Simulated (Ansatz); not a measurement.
# Si: the cost of one run

Program: Ansatz 0.2.0. Level of theory: DFT LDA, plane waves, PAW, scalar-relativistic, no spin polarisation. These are calculated values, not measurements.

**1. Starting point**

The cell holds 17 atoms (Si17): a = 7.679 Å, b = 7.679 Å, c = 7.679 Å, α = 60.00°, β = 60.00°, γ = 60.00°.

Coordinates:

```xyz
17
Lattice="0.0000 5.4300 5.4300 5.4300 0.0000 5.4300 5.4300 5.4300 0.0000" Properties=species:S:1:pos:R:3 pbc="T T T"
Si    0.0000    0.0000    0.0000
Si    1.3575    1.3575    1.3575
Si    2.7150    2.7150    0.0000
Si    4.0725    4.0725    1.3575
Si    2.7150    0.0000    2.7150
Si    4.0725    1.3575    4.0725
Si    5.4300    2.7150    2.7150
Si    6.7875    4.0725    4.0725
Si    0.0000    2.7150    2.7150
Si    1.3575    4.0725    4.0725
Si    2.7150    5.4300    2.7150
Si    4.0725    6.7875    4.0725
Si    2.7150    2.7150    5.4300
Si    4.0725    4.0725    6.7875
Si    5.4300    5.4300    5.4300
Si    6.7875    6.7875    6.7875
Si    5.4283    5.5034    2.7094
```

**2. Preparing the start**

Input file input.yaml:

```yaml
accuracy: low
crystal:
  lattice:
    - [0.0, 5.43, 5.43]
    - [5.43, 0.0, 5.43]
    - [5.43, 5.43, 0.0]
  atoms:
    - { symbol: Si, position: [0.0, 0.0, 0.0] }
    - { symbol: Si, position: [0.125, 0.125, 0.125] }
    - { symbol: Si, position: [0.0, 0.0, 0.5] }
    - { symbol: Si, position: [0.125, 0.125, 0.625] }
    - { symbol: Si, position: [0.0, 0.5, 0.0] }
    - { symbol: Si, position: [0.125, 0.625, 0.125] }
    - { symbol: Si, position: [0.0, 0.5, 0.5] }
    - { symbol: Si, position: [0.125, 0.625, 0.625] }
    - { symbol: Si, position: [0.5, 0.0, 0.0] }
    - { symbol: Si, position: [0.625, 0.125, 0.125] }
    - { symbol: Si, position: [0.5, 0.0, 0.5] }
    - { symbol: Si, position: [0.625, 0.125, 0.625] }
    - { symbol: Si, position: [0.5, 0.5, 0.0] }
    - { symbol: Si, position: [0.625, 0.625, 0.125] }
    - { symbol: Si, position: [0.5, 0.5, 0.5] }
    - { symbol: Si, position: [0.625, 0.625, 0.625] }
    - { symbol: Si, position: [0.2563989, 0.2425673, 0.7571134] }
basis:
  ecutwfc: 420.0
kpoints:
  mp_grid: { grid: [2, 2, 2] }
hamiltonian:
  xc: lda
  pseudopotentials: { kind: paw, azcp: { folder: soft_1 } }
scf:
  occupations: { method: fermi_dirac, width: 0.05 }
  lower_state_search: "off"
relax:
  f_tol: 0.08
  max_steps: 25
  adjacent_minimum: "off"
```

The run is started by

```
> ansatz run input.yaml --threads 1 --pin off --max-ram 3072MiB --backend cpu --events-out ev --progress --plain --runs-dir out
```

What time and memory should one allow on 1 thread of Arm Neoverse V2, shared host?

About 18 s, with a peak of 0.45 GiB.
